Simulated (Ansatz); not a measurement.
# MgCd2O3: the cost of one run

Computed with Ansatz 0.2.0 (DFT PBE, scalar-relativistic, plane waves, PAW, unless a step's input says otherwise).

**1. The structure to begin with**

The structure is trigonal, space group P-3m1 (No. 164). Conventional cell: a = 3.516 Å, b = 3.516 Å, c = 8.612 Å, α = 90.00°, β = 90.00°, γ = 120.00°. Mg (site symmetry -3m) has 6 O at 2.49 Å as nearest neighbours. Cd (site symmetry 3m) has 6 O at 2.49 Å as nearest neighbours. Around O (site symmetry 3m) lie 3 Cd at 2.49 Å and 3 Mg at 2.49 Å. Around O (site symmetry -3m) lie 6 Cd at 2.49 Å.

Structure file:

```
CELL_PARAMETERS angstrom
3.51574 0.00000 0.00000
-1.75787 3.04472 0.00000
0.00000 0.00000 8.61178
ATOMIC_POSITIONS crystal
Mg 0.00000 0.00000 0.50000
Cd 0.66667 0.33333 0.83333
Cd 0.33333 0.66667 0.16667
O 0.33333 0.66667 0.66667
O 0.66667 0.33333 0.33333
O 0.00000 0.00000 0.00000
```

The start is an ordering of an alloy on its end members' structure types: elements ordered on the sites of the CdO type, Cd/Mg on Cd (P-3m1, No. 164).

**2. The guess as it stands, on a coarse mesh**

File input.yaml:

```yaml
crystal:
  lattice:
    - [3.51574319, 0.0, 0.0]
    - [-1.75787159, 3.04472291, 0.0]
    - [0.0, 0.0, 8.61177688]
  atoms:
    - { symbol: Mg, position: [0.0, 0.0, 0.5] }
    - { symbol: Cd, position: [0.66666667, 0.33333333, 0.83333333] }
    - { symbol: Cd, position: [0.33333333, 0.66666667, 0.16666667] }
    - { symbol: O, position: [0.33333333, 0.66666667, 0.66666667] }
    - { symbol: O, position: [0.66666667, 0.33333333, 0.33333333] }
    - { symbol: O, position: [0.0, 0.0, 0.0] }
basis:
  ecutwfc: 420
kpoints:
  mp_grid: { grid: [6, 6, 2] }
hamiltonian:
  xc: pbe
scf:
  occupations: { method: gaussian, width: 0.1 }
  lower_state_search: "off"
output:
  forces: true
  stress: true
  eigenvalues: true
```

Command:

```
$ ansatz run input.yaml --threads 1 --pin off --max-ram 2560MiB --backend cpu --events-out ev --progress --plain --runs-dir out
```

**Question.** How long does this run take on 1 thread of Intel Xeon at 2.70GHz, shared host, and how much memory does it need?

About 3.6 s, with a peak of 0.38 GiB.
